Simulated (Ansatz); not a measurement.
# FHf, Hf, F: batch of points and single point

The task, for FHf, Hf, F: 6 runs in a chain (batch of points and single point).

Computed with Ansatz 0.2.0 (CCSD(T) on unrestricted Hartree-Fock, Gaussian basis def2-QZVPP, and further levels as typed in the inputs, unless a step's input says otherwise).

## 1. Starting point

Bond lengths: Hf1–F2 1.850 Å.

As a file:

```xyz
2

Hf    0.0000    0.0000    0.0000
F     0.0000    0.0000    1.8500
```

## 2. Batch of points: FHf, charge +1

Input file input.yaml:

```yaml
total_charge: 1
basis:
  gaussian: { orbitals: def2-QZVPP.json }
hamiltonian:
  xc: hf
correlation:
  method: ccsd_t
batch:
  members: [s0.yaml, s1.yaml, s2.yaml, s3.yaml, s4.yaml, s5.yaml, s6.yaml, s7.yaml, s8.yaml, s9.yaml, s10.yaml]
# s1.yaml, one of 11 members:
crystal:
  periodic: [false, false, false]
  atoms:
    - { symbol: Hf, position_ang: [0.0, 0.0, 0.0] }
    - { symbol: F, position_ang: [0.0, 0.0, 1.64] }
```

What it wrote:

```text
Warning: RAYON_NUM_THREADS=6 ignored (pool sized by the plan → 6); use --threads N
Engine: ansatz 0.2.0, aarch64-unknown-linux-gnu
Functional definition: HF
  exchange = exact_x
  correlation = 0
  exchange = exact_x
  correlation = 0
  exchange = exact_x
  correlation = 0
  exchange = exact_x
  correlation = 0
  exchange = exact_x
  correlation = 0
  exchange = exact_x
  correlation = 0
  exchange = exact_x
  correlation = 0
  exchange = exact_x
  correlation = 0
  exchange = exact_x
  correlation = 0
  exchange = exact_x
  correlation = 0
  exchange = exact_x
  correlation = 0
Member 0: Total energy: -4007.76380805 eV, -147.2826033860 hartree
Member 1: Total energy: -4008.36213385 eV, -147.3045914535 hartree
Member 2: Total energy: -4008.68581462 eV, -147.3164865024 hartree
Member 3: Total energy: -4008.89683978 eV, -147.3242415340 hartree
Member 5: Total energy: -4009.05513801 eV, -147.3300588867 hartree
Member 4: Total energy: -4009.01452071 eV, -147.3285662283 hartree
Member 7: Total energy: -4008.93258290 eV, -147.3255550696 hartree
Member 6: Total energy: -4009.03244445 eV, -147.3292249136 hartree
Member 8: Total energy: -4008.73223003 eV, -147.3181922373 hartree
Member 9: Total energy: -4008.36942508 eV, -147.3048594014 hartree
Member 10: Total energy: -4007.82344372 eV, -147.2847949563 hartree
```

It took 33 s on 6 threads of Arm Neoverse V1, shared host; peak memory 2.9 GiB.

Energies in eV above the lowest point:

```csv
Hf1–F2 (Å),energy
1.590,1.291
1.640,0.693
1.680,0.369
1.720,0.158
1.760,0.041
1.800,0.000
1.840,0.023
1.890,0.123
1.950,0.323
2.030,0.686
2.130,1.232
```

## 3. Single point: Hf, CCSD(T) on unrestricted Hartree-Fock, Gaussian basis def2-QZVPP, charge +0

Input file input.yaml:

```yaml
crystal:
  periodic: [false, false, false]
  atoms:
    - { symbol: Hf, position_ang: [0.0, 0.0, 0.0] }
magnetization:
  spin_polarized: true
  initial_magnetization: 2
basis:
  gaussian: { orbitals: def2-QZVPP.json }
hamiltonian:
  xc: hf
correlation:
  method: ccsd_t
```

Run with:

```sh
$ ansatz run input.yaml --threads 6 --pin off --max-ram 10240MiB --backend cpu --events-out ev --progress --plain --runs-dir out
```

What it wrote:

```text
Warning: RAYON_NUM_THREADS=6 ignored (pool sized by the plan → 6); use --threads N
Engine: ansatz 0.2.0, aarch64-unknown-linux-gnu
Functional definition: HF
  exchange = exact_x
  correlation = 0
495 factors; integrals over basis functions are off by at most 2.1e-4 eV
mean field evaluation 1: about -1288.1266 eV, gradient 7.0e0 eV
mean field evaluation 2: about -1288.1269 eV, gradient 7.0e0 eV
mean field evaluation 4: about -1288.9229 eV, gradient 1.1e0 eV
mean field evaluation 8: about -1288.9791 eV, gradient 3.6e-1 eV
mean field evaluation 16: about -1289.0168 eV, gradient 6.1e-5 eV
mean field evaluation 32: about -1289.0166 eV, gradient 3.5e-2 eV
mean field evaluation 64: about -1289.0168 eV, gradient 1.8e-2 eV
mean field evaluation 96: about -1289.0168 eV, gradient 8.1e-2 eV
mean field evaluation 128: about -1289.0163 eV, gradient 5.7e-2 eV
mean field evaluation 160: about -1288.9369 eV, gradient 1.4e0 eV
mean field evaluation 192: about -1289.0168 eV, gradient 2.9e-4 eV
mean field evaluation 224: about -1289.0168 eV, gradient 2.9e-4 eV
mean field evaluation 256: about -1288.5307 eV, gradient 1.0e0 eV
mean field evaluation 288: about -1288.4313 eV, gradient 9.1e-4 eV
mean field evaluation 320: about -1287.3380 eV, gradient 1.6e-3 eV
mean field evaluation 352: about -1287.3798 eV, gradient 6.5e-3 eV
mean field evaluation 384: about -1286.4981 eV, gradient 6.7e-1 eV
mean field evaluation 416: about -1286.6412 eV, gradient 1.6e-1 eV
mean field evaluation 448: about -1286.6762 eV, gradient 1.4e-1 eV
mean field evaluation 480: about -1286.7269 eV, gradient 4.3e-1 eV
mean field evaluation 512: about -1286.2544 eV, gradient 3.8e-1 eV
mean field evaluation 544: about -1286.5975 eV, gradient 6.6e-3 eV
mean field evaluation 576: about -1286.1546 eV, gradient 1.1e0 eV
mean field evaluation 608: about -1285.8615 eV, gradient 4.8e-4 eV
mean field evaluation 640: about -1289.0168 eV, gradient 4.8e-4 eV
mean field evaluation 672: about -1288.8350 eV, gradient 4.5e-4 eV
mean field evaluation 704: about -1288.9088 eV, gradient 6.2e-1 eV
mean field evaluation 736: about -1285.0541 eV, gradient 1.3e1 eV
mean field evaluation 768: about -1286.1308 eV, gradient 1.6e-1 eV
mean field -1289.01681877 eV, -47.3704943627 hartree, gradient 2.2e-6 eV, S^2 2.016469; 29 other end points of the search recorded, 0 dependent functions left out
determinant -1289.01681877 eV, -47.3704943627 hartree, with singles and doubles -1297.26815564 eV, -47.6737253999 hartree
determinant -1288.83496518 eV, -47.3638113665 hartree, with singles and doubles -1297.13949736 eV, -47.6689972951 hartree
determinant -1288.43128403 eV, -47.3489763581 hartree, with singles and doubles -1296.75610920 eV, -47.6549080402 hartree
determinant -1287.72601492 eV, -47.3230581962 hartree, with singles and doubles -1295.45486379 eV, -47.6070881536 hartree
determinant -1287.72106552 eV, -47.3228763093 hartree, with singles and doubles -1295.45316753 eV, -47.6070258170 hartree
determinant -1287.37975647 eV, -47.3103334330 hartree, with singles and doubles -1295.43752960 eV, -47.6064511336 hartree
determinant -1287.33800064 eV, -47.3087989346 hartree, with singles and doubles -1295.44065295 eV, -47.6065659147 hartree
determinant -1286.75584580 eV, -47.2874051386 hartree, with singles and doubles -1294.84737768 eV, -47.5847634506 hartree
determinant -1286.68144743 eV, -47.2846710490 hartree, with singles and doubles -1294.76708703 eV, -47.5818128238 hartree
determinant -1286.59751560 eV, -47.2815866113 hartree, with singles and doubles -1294.79580827 eV, -47.5828683099 hartree
determinant -1286.42937996 eV, -47.2754077404 hartree, with singles and doubles -1294.57622227 eV, -47.5747986730 hartree
determinant -1286.27553836 eV, -47.2697541658 hartree, with singles and doubles -1294.26459408 eV, -47.5633465485 hartree
determinant -1286.21804307 eV, -47.2676412527 hartree, with singles and doubles -1294.30545242 eV, -47.5648480648 hartree
determinant -1286.12855318 eV, -47.2643525600 hartree, with singles and doubles -1294.36747101 eV, -47.5671272057 hartree
determinant -1286.11760277 eV, -47.2639501400 hartree, with singles and doubles -1294.10883423 eV, -47.5576224795 hartree
determinant -1286.10523260 eV, -47.2634955447 hartree, with singles and doubles -1294.36918802 eV, -47.5671903049 hartree
determinant -1285.86146657 eV, -47.2545373083 hartree, with singles and doubles -1294.28298555 eV, -47.5640224224 hartree
determinant -1285.64206296 eV, -47.2464743744 hartree, with singles and doubles -1293.78123958 eV, -47.5455835983 hartree
determinant -1289.01681877 eV, -47.3704943627 hartree, with singles and doubles -1297.22349791 eV, -47.6720842586 hartree
determinant -1288.83496518 eV, -47.3638113665 hartree, with singles and doubles -1297.10757842 eV, -47.6678242958 hartree
determinant -1288.43128403 eV, -47.3489763581 hartree, with singles and doubles -1296.74599793 eV, -47.6545364577 hartree
reference -1289.01681877 eV, -47.3704943627 hartree; 7, 5 occupied and 74, 76 virtual orbitals, 495 factors
second order -7.90100414 eV of doubles, -0.00000000 eV of singles
cycle   1  -8.20667925 eV  change   -1.0e-7 eV  update   5.4e-6
perturbative tasks: 0 of 30800
perturbative tasks: 1540 of 30800
perturbative tasks: 3080 of 30800
perturbative tasks: 4620 of 30800
perturbative tasks: 6160 of 30800
perturbative tasks: 7700 of 30800
perturbative tasks: 9240 of 30800
perturbative tasks: 10780 of 30800
perturbative tasks: 12320 of 30800
perturbative tasks: 13860 of 30800
perturbative tasks: 15400 of 30800
perturbative tasks: 16940 of 30800
perturbative tasks: 18480 of 30800
perturbative tasks: 20020 of 30800
perturbative tasks: 21560 of 30800
perturbative tasks: 23100 of 30800
perturbative tasks: 24640 of 30800
perturbative tasks: 26180 of 30800
perturbative tasks: 27720 of 30800
perturbative tasks: 29260 of 30800
perturbative correction -0.32840346 eV, -0.0120686047 hartree
Total energy: -1297.55190148 eV, -47.6841528670 hartree
```

Wall time 11 s (6 threads of Arm Neoverse V1, shared host); peak memory 0.43 GiB.

## 4. Single point: charge +1

input.yaml: that of step 3 with these lines changed.

```diff
@@ -6,3 +6,4 @@
   spin_polarized: true
-  initial_magnetization: 2
+  initial_magnetization: 1
+total_charge: 1
 basis:
```

Run with:

```sh
$ ansatz run input.yaml --threads 6 --pin off --max-ram 10240MiB --backend cpu --events-out ev --progress --plain --runs-dir out
```

What it wrote:

```text
Warning: RAYON_NUM_THREADS=6 ignored (pool sized by the plan → 6); use --threads N
Engine: ansatz 0.2.0, aarch64-unknown-linux-gnu
Functional definition: HF
  exchange = exact_x
  correlation = 0
495 factors; integrals over basis functions are off by at most 2.1e-4 eV
mean field evaluation 1: about -1282.4779 eV, gradient 6.1e0 eV
mean field evaluation 2: about -1282.4779 eV, gradient 6.1e0 eV
mean field evaluation 4: about -1282.9179 eV, gradient 7.4e-1 eV
mean field evaluation 8: about -1282.9044 eV, gradient 5.7e-1 eV
mean field evaluation 16: about -1283.2599 eV, gradient 5.2e-5 eV
mean field evaluation 32: about -1283.2595 eV, gradient 1.6e-1 eV
mean field evaluation 64: about -1282.9260 eV, gradient 4.4e-6 eV
mean field evaluation 96: about -1283.2599 eV, gradient 2.4e-4 eV
mean field evaluation 128: about -1282.5623 eV, gradient 4.7e0 eV
mean field evaluation 160: about -1282.2980 eV, gradient 5.8e-3 eV
mean field evaluation 192: about -1282.2193 eV, gradient 4.6e-1 eV
mean field evaluation 224: about -1283.2599 eV, gradient 2.4e-1 eV
mean field evaluation 256: about -1283.2532 eV, gradient 2.1e-1 eV
mean field evaluation 288: about -1282.7765 eV, gradient 8.6e-1 eV
mean field evaluation 320: about -1282.7268 eV, gradient 4.3e-1 eV
mean field evaluation 352: about -1282.8204 eV, gradient 8.6e-1 eV
mean field evaluation 384: about -1281.7840 eV, gradient 4.8e0 eV
mean field evaluation 416: about -1282.9853 eV, gradient 1.3e0 eV
mean field evaluation 448: about -1282.2980 eV, gradient 4.7e-4 eV
mean field evaluation 480: about -1282.2970 eV, gradient 1.5e-1 eV
mean field evaluation 512: about -1281.0572 eV, gradient 5.5e0 eV
mean field evaluation 544: about -1282.1928 eV, gradient 5.1e-1 eV
mean field evaluation 576: about -1282.0305 eV, gradient 6.2e-1 eV
mean field evaluation 608: about -1281.7625 eV, gradient 8.3e-4 eV
mean field evaluation 640: about -1281.8473 eV, gradient 4.0e-3 eV
mean field evaluation 672: about -1282.6872 eV, gradient 1.6e0 eV
mean field evaluation 704: about -1282.5784 eV, gradient 1.5e0 eV
mean field evaluation 736: about -1282.7213 eV, gradient 5.2e-1 eV
mean field evaluation 768: about -1281.1819 eV, gradient 3.8e-4 eV
mean field evaluation 800: about -1281.4806 eV, gradient 2.3e0 eV
mean field evaluation 832: about -1282.9270 eV, gradient 1.9e-1 eV
mean field -1283.25986626 eV, -47.1589302604 hartree, gradient 2.5e-6 eV, S^2 1.429362; 21 other end points of the search recorded, 0 dependent functions left out
determinant -1283.25986626 eV, -47.1589302604 hartree, with singles and doubles -1290.64036904 eV, -47.4301587347 hartree
determinant -1282.39609898 eV, -47.1271873983 hartree, with singles and doubles -1289.69692648 eV, -47.3954878601 hartree
determinant -1282.29801419 eV, -47.1235828488 hartree, with singles and doubles -1289.66381798 eV, -47.3942711451 hartree
determinant -1282.24571718 eV, -47.1216609692 hartree, with singles and doubles -1289.54552226 eV, -47.3899238578 hartree
determinant -1282.20469727 eV, -47.1201535151 hartree, with singles and doubles -1289.55189921 eV, -47.3901582063 hartree
determinant -1282.05732869 eV, -47.1147378198 hartree, with singles and doubles -1289.49127580 eV, -47.3879303371 hartree
determinant -1281.84728411 eV, -47.1070188239 hartree, with singles and doubles -1289.11375795 eV, -47.3740568121 hartree
determinant -1281.76245034 eV, -47.1039012402 hartree, with singles and doubles -1289.13225736 eV, -47.3747366528 hartree
determinant -1281.18187238 eV, -47.0825653939 hartree, with singles and doubles -1288.89526986 eV, -47.3660275229 hartree
determinant -1282.92596802 eV, -47.1466597264 hartree, with singles and doubles -1290.67457020 eV, -47.4314156043 hartree
determinant -1283.25986626 eV, -47.1589302604 hartree, with singles and doubles -1290.66634988 eV, -47.4311135129 hartree
determinant -1282.92596802 eV, -47.1466597264 hartree, with singles and doubles -1290.63486757 eV, -47.4299565595 hartree
reference -1283.25986626 eV, -47.1589302604 hartree; 6, 5 occupied and 75, 76 virtual orbitals, 495 factors
second order -6.99807881 eV of doubles, -0.00000000 eV of singles
cycle   1  -7.40648394 eV  change   -3.3e-7 eV  update   4.7e-6
perturbative tasks: 0 of 30800
perturbative tasks: 1540 of 30800
perturbative tasks: 3080 of 30800
perturbative tasks: 4620 of 30800
perturbative tasks: 6160 of 30800
perturbative tasks: 7700 of 30800
perturbative tasks: 9240 of 30800
perturbative tasks: 10780 of 30800
perturbative tasks: 12320 of 30800
perturbative tasks: 13860 of 30800
perturbative tasks: 15400 of 30800
perturbative tasks: 16940 of 30800
perturbative tasks: 18480 of 30800
perturbative tasks: 20020 of 30800
perturbative tasks: 21560 of 30800
perturbative tasks: 23100 of 30800
perturbative tasks: 24640 of 30800
perturbative tasks: 26180 of 30800
perturbative tasks: 27720 of 30800
perturbative tasks: 29260 of 30800
perturbative correction -0.27165812 eV, -0.0099832519 hartree
Total energy: -1290.93800833 eV, -47.4410967770 hartree
```

Run time: 7.2 s. Hardware: 6 threads of Arm Neoverse V1, shared host; peak memory 0.41 GiB.

[end of part 1 of 2]
